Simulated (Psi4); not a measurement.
# One shape, several levels: triplet GeHF

Wanted: a comparison of 5 runs (UHF/3-21G, UB3LYP/6-31G*, U-wB97X-V/def2-TZVPP, UHSE06/def2-TZVPP, UTPSSh/def2-TZVPP) of triplet GeHF. 

The results are computed with Psi4 1.11.

## 1. Starting point

The species is GeHF (3 atoms), meant as a triplet with charge 0. As SMILES of the parent species, `[F][GeH]`. The coordinates come from a PBE0-D4/def2-TZVP relaxation. That shape belongs to the parent species and isn't relaxed for this state.

Bond lengths: F1–Ge2 1.757 Å, Ge2–H3 1.609 Å. Angles: F1–Ge2–H3 94.2°.

## 2. The energy at UHF/3-21G (run 1)

File fgeh.inp:

```
memory 1.6 GB

molecule {
  0 3
  F
  Ge 1 r2
  H 2 r3 1 a3

  r2 = 1.756574
  r3 = 1.60949
  a3 = 94.19502
  symmetry c1
}

set basis 3-21G
set reference uhf
set puream true
set e_convergence 1e-09
set d_convergence 1e-08
set scf_type pk
set maxiter 200

e_tot, wfn = energy("scf", return_wfn=True)
oeprop(wfn, "MAYER_INDICES", "DIPOLE", "MULLIKEN_CHARGES", title="SCF")
```

Launch:

```bash
psi4 fgeh.inp fgeh.out -n 1
```

fgeh.out:

```text
[...]
  Running in c1 symmetry.
[...]
  Nuclear repulsion =   99.212622809420651
[...]
  Multiplicity = 3
[...]
  Nalpha       = 22
  Nbeta        = 20
[...]
    Number of basis functions: 33
[...]
   @UHF iter   1: -2164.46919501870025   -4.44478e+00   2.05616e-02 DIIS/ADIIS
[...]
   @UHF iter  15: -2164.76551221026330   -2.72848e-12   4.22479e-09 DIIS
[...]
   @S^2 Observed:                2.010243995E+00
[...]
    Orbital Energies [Eh]
    ---------------------
    Alpha Occupied:
       1A   -402.719731     2A    -51.944951     3A    -45.957876
       4A    -45.956543     5A    -45.954808     6A    -26.077135
       7A     -7.176888     8A     -5.131163     9A     -5.130643
      10A     -5.126246    11A     -1.593439    12A     -1.575672
      13A     -1.574991    14A     -1.574797    15A     -1.573359
      16A     -1.477073    17A     -0.728872    18A     -0.592963
      19A     -0.590495    20A     -0.542111    21A     -0.434687
      22A     -0.284118
    Alpha Virtual:
      23A      0.108028    24A      0.198959    25A      0.355863
[...]
  @UHF Final Energy: -2164.76551221026330
   => Energetics <=
    Nuclear Repulsion Energy =             99.2126228094206510
    One-Electron Energy =               -3221.5907287228501445
    Two-Electron Energy =                 957.6125937031661124
    Total Energy =                      -2164.7655122102632959
  UHF NO Occupations:
  HONO-2 :   20  A 1.9958095
  HONO-1 :   21  A 1.0000000
[...]
 Multipole Moments:
 ------------------------------------------------------------------------------------
     Multipole            Electronic (a.u.)      Nuclear  (a.u.)        Total (a.u.)
 ------------------------------------------------------------------------------------
 L = 1.  Multiply by 2.5417464519 to convert [e a0] to [Debye]
 Dipole X            :         -1.9388109            1.6663604           -0.2724505
 Dipole Y            :         -2.7449443            1.5534015           -1.1915428
 Dipole Z            :          0.0000000            0.0000000            0.0000000
 Magnitude           :                                                    1.2222943
[...]
  Mulliken Charges: (a.u.)
   Center  Symbol    Alpha    Beta     Spin     Total
       1     F     4.80903  4.72593  0.08309 -0.53496
       2    GE    16.49513 14.87006  1.62508  0.63481
       3     H     0.69584  0.40401  0.29183 -0.09985
   Total alpha = 22.00000, Total beta = 20.00000, Total charge =  0.00000
  Mayer Bond Indices:
  Total Bond Index:
  Irrep: 1 Size: 3 x 3
[...]
```

Run time: 1.5 s. Hardware: 1 thread of Intel Xeon 6975P-C (Granite Rapids), shared host; peak memory 0.19 GiB.

## 3. A single-point energy at UB3LYP/6-31G(d) (Cartesian functions) (run 2)

File input.json:

```json
{
  "schema_name": "qcschema_input",
  "schema_version": 1,
  "molecule": {
    "schema_name": "qcschema_molecule",
    "schema_version": 2,
    "symbols": ["F", "Ge", "H"],
    "geometry": [1.27008493, 1.91353667, 0.88760436, -1.24325082, 0.36887454, -0.63419209, -0.0476211, -2.40505444, -0.27854563],
    "molecular_charge": 0,
    "molecular_multiplicity": 3,
    "fix_symmetry": "c1",
    "fix_com": true,
    "fix_orientation": true
  },
  "driver": "energy",
  "model": {
    "method": "b3lyp",
    "basis": "6-31G*"
  },
  "keywords": {
    "reference": "uks",
    "puream": false,
    "e_convergence": 1e-09,
    "d_convergence": 1e-08,
    "scf_type": "pk",
    "dft_radial_points": 99,
    "dft_spherical_points": 590,
    "maxiter": 200,
    "scf_properties": ["DIPOLE", "LOWDIN_CHARGES", "WIBERG_LOWDIN_INDICES"]
  }
}
```

Launch:

```bash
psi4 --qcschema input.json -n 1 --memory 1600MB
```

stdout:

```text
[...]
  Running in c1 symmetry.
[...]
  Nuclear repulsion =   99.212640339823849
[...]
  Multiplicity = 3
[...]
  Nalpha       = 22
  Nbeta        = 20
[...]
    Number of basis functions: 52
[...]
   @UKS iter   1: -2175.67630497237315   -2.12573e+00   5.53558e-02 DIIS/ADIIS
[...]
   @UKS iter  13: -2177.13098098729188   -5.45697e-12   7.72580e-09 DIIS
[...]
   @S^2 Observed:                2.004696486E+00
[...]
    Orbital Energies [Eh]
    ---------------------
    Alpha Occupied:
       1A   -398.786617     2A    -49.841668     3A    -44.366825
       4A    -44.366616     5A    -44.366025     6A    -24.674733
       7A     -6.267144     8A     -4.438828     9A     -4.437150
      10A     -4.435981    11A     -1.253917    12A     -1.240563
      13A     -1.239392    14A     -1.238735    15A     -1.237663
      16A     -1.133222    17A     -0.556861    18A     -0.432302
      19A     -0.404746    20A     -0.395608    21A     -0.309396
      22A     -0.178132
    Alpha Virtual:
      23A     -0.020984    24A      0.043851    25A      0.097818
[...]
  @UKS Final Energy: -2177.13098098729188
   => Energetics <=
    Nuclear Repulsion Energy =             99.2126403398238494
    One-Electron Energy =               -3231.2349689947022853
    Two-Electron Energy =                1027.1997570808382534
    DFT Exchange-Correlation Energy =     -72.3084094132517095
    Empirical Dispersion Energy =           0.0000000000000000
    VV10 Nonlocal Energy =                  0.0000000000000000
    Total Energy =                      -2177.1309809872918777
[...]
 Multipole Moments:
 ------------------------------------------------------------------------------------
     Multipole            Electronic (a.u.)      Nuclear  (a.u.)        Total (a.u.)
 ------------------------------------------------------------------------------------
 L = 1.  Multiply by 2.5417464519 to convert [e a0] to [Debye]
 Dipole X            :         27.8558082          -28.4008830           -0.5450748
 Dipole Y            :        -27.0229718           26.6207609           -0.4022110
 Dipole Z            :         12.2471614          -12.5842533           -0.3370918
 Magnitude           :                                                    0.7566446
[...]
```

The result, in JSON:

```text
{
 "driver": "energy",
 "model": {
  "method": "b3lyp",
  "basis": "6-31G*"
 },
 "success": true,
 "return_result": -2177.130980987292,
 "properties": {
  "calcinfo_nbasis": 52,
  "calcinfo_nmo": 52,
  "calcinfo_nalpha": 22,
  "calcinfo_nbeta": 20,
  "calcinfo_natom": 3,
  "nuclear_repulsion_energy": 99.21264033982385,
  "return_energy": -2177.130980987292,
  "scf_one_electron_energy": -3231.2349689947023,
  "scf_two_electron_energy": 1027.1997570808383,
  "scf_xc_energy": -72.30840941325171,
  "scf_dipole_moment": [-0.5450747567726495, -0.40221095846284527, -0.3370918474592344],
  "scf_total_energy": -2177.130980987292,
  "scf_iterations": 13
 }
}
```

It took 5.7 s on 1 thread of Intel Xeon 6975P-C (Granite Rapids), shared host; peak memory 0.44 GiB.

Runs 3 to 4 aren't shown in full; the table further down has their settings and results.

## 4. Energy and gradient at UTPSSh/def2-TZVPP (run 5)

File job.dat:

```
memory 1600 mb

molecule {
  0 3
  F      1.27008493     1.91353667     0.88760436
  Ge    -1.24325082     0.36887454    -0.63419209
  H     -0.04762110    -2.40505444    -0.27854563
  units bohr
  symmetry c1
  no_reorient
  no_com
}

set reference uks
set puream true
set e_convergence 1e-09
set d_convergence 1e-08
set scf_type pk
set dft_radial_points 99
set dft_spherical_points 590
set maxiter 200

e, wfn = gradient('tpssh/def2-TZVPP', return_wfn=True)
oeprop(wfn, 'MAYER_INDICES', 'WIBERG_LOWDIN_INDICES', 'MULLIKEN_CHARGES', title='TPSSH')
```

Launch:

```bash
psi4 -i job.dat -o job.out -n 1
```

job.out:

```text
[...]
  Running in c1 symmetry.
[...]
  Nuclear repulsion =   99.212640339823849
[...]
  Multiplicity = 3
[...]
  Nalpha       = 22
  Nbeta        = 20
[...]
    Number of basis functions: 93
[...]
   @UKS iter   1: -2175.85975962307884   -1.85772e+00   3.30062e-02 DIIS/ADIIS
[...]
   @UKS iter  14: -2177.38330670667574   -5.00222e-12   6.32905e-09 DIIS
[...]
   @S^2 Observed:                2.005887302E+00
[...]
  @UKS Final Energy: -2177.38330670667574
   => Energetics <=
    Nuclear Repulsion Energy =             99.2126403398238494
    One-Electron Energy =               -3231.8579894857780346
    Two-Electron Energy =                1036.2967810875468331
    DFT Exchange-Correlation Energy =     -81.0347386482684016
    Empirical Dispersion Energy =           0.0000000000000000
    VV10 Nonlocal Energy =                  0.0000000000000000
    Total Energy =                      -2177.3833067066757394
[...]
 Multipole Moments:
 ------------------------------------------------------------------------------------
     Multipole            Electronic (a.u.)      Nuclear  (a.u.)        Total (a.u.)
 ------------------------------------------------------------------------------------
 L = 1.  Multiply by 2.5417464519 to convert [e a0] to [Debye]
 Dipole X            :         27.8153909          -28.4008830           -0.5854921
 Dipole Y            :        -26.9711960           26.6207609           -0.3504352
 Dipole Z            :         12.2307311          -12.5842533           -0.3535221
 Magnitude           :                                                    0.7684944
[...]
  -Total Gradient:
     Atom            X                  Y                   Z
    ------   -----------------  -----------------  -----------------
       1        0.001372961156    -0.009971591449    -0.000303919995
       2       -0.012119296299     0.012170374898    -0.005278827020
       3        0.010746606254    -0.002198924762     0.005582878857
[...]
  Mulliken Charges: (a.u.)
   Center  Symbol    Alpha    Beta     Spin     Total
       1     F     4.72548  4.62177  0.10371 -0.34726
       2    GE    16.62376 15.06149  1.56227  0.31475
       3     H     0.65076  0.31674  0.33402  0.03251
   Total alpha = 22.00000, Total beta = 20.00000, Total charge = -0.00000
  Mayer Bond Indices:
  Total Bond Index:
  Irrep: 1 Size: 3 x 3
[...]
```

Wall time 28 s (1 thread of Intel Xeon 6975P-C (Granite Rapids), shared host); peak memory 0.84 GiB.

## 5. The series

```
run                                level  Cartesian functions         integration grid   energy (Eh)  dipole moment (D)  HOMO energy (eV)   ⟨S²⟩  wall time
  1                            UHF/3-21G                   no                        –  -2164.765512               3.11             -7.73  2.010      1.5 s
  2  UB3LYP/6-31G* (Cartesian functions)                  yes  99 radial × 590 angular  -2177.130981               1.92             -4.85  2.005      5.7 s
  3                 U-wB97X-V/def2-TZVPP                   no  99 radial × 590 angular  -2177.186905               2.09             -7.46  2.007       25 s
  4                    UHSE06/def2-TZVPP                   no  99 radial × 590 angular  -2177.065384               2.06             -4.98  2.006       26 s
  5                    UTPSSh/def2-TZVPP                   no  99 radial × 590 angular  -2177.383307               1.95             -4.83  2.006       28 s
```

## 6. Results

```
                                 quantity           value
                      run 5: total energy  -2177.38331 Eh
                     run 5: dipole moment          1.95 D
run 5: HOMO energy (highest over α and β)        -4.83 eV
                              run 5: ⟨S²⟩           2.006
          run 5: largest force on an atom      0.924 eV/Å
```

The dipole moment (its size) runs from 1.92 D (UB3LYP/6-31G*) to 3.11 D (UHF/3-21G). The two ends differ in method and basis. Totals of different functionals can't be ranked against each other. All runs together took 86 s, the longest 28 s.
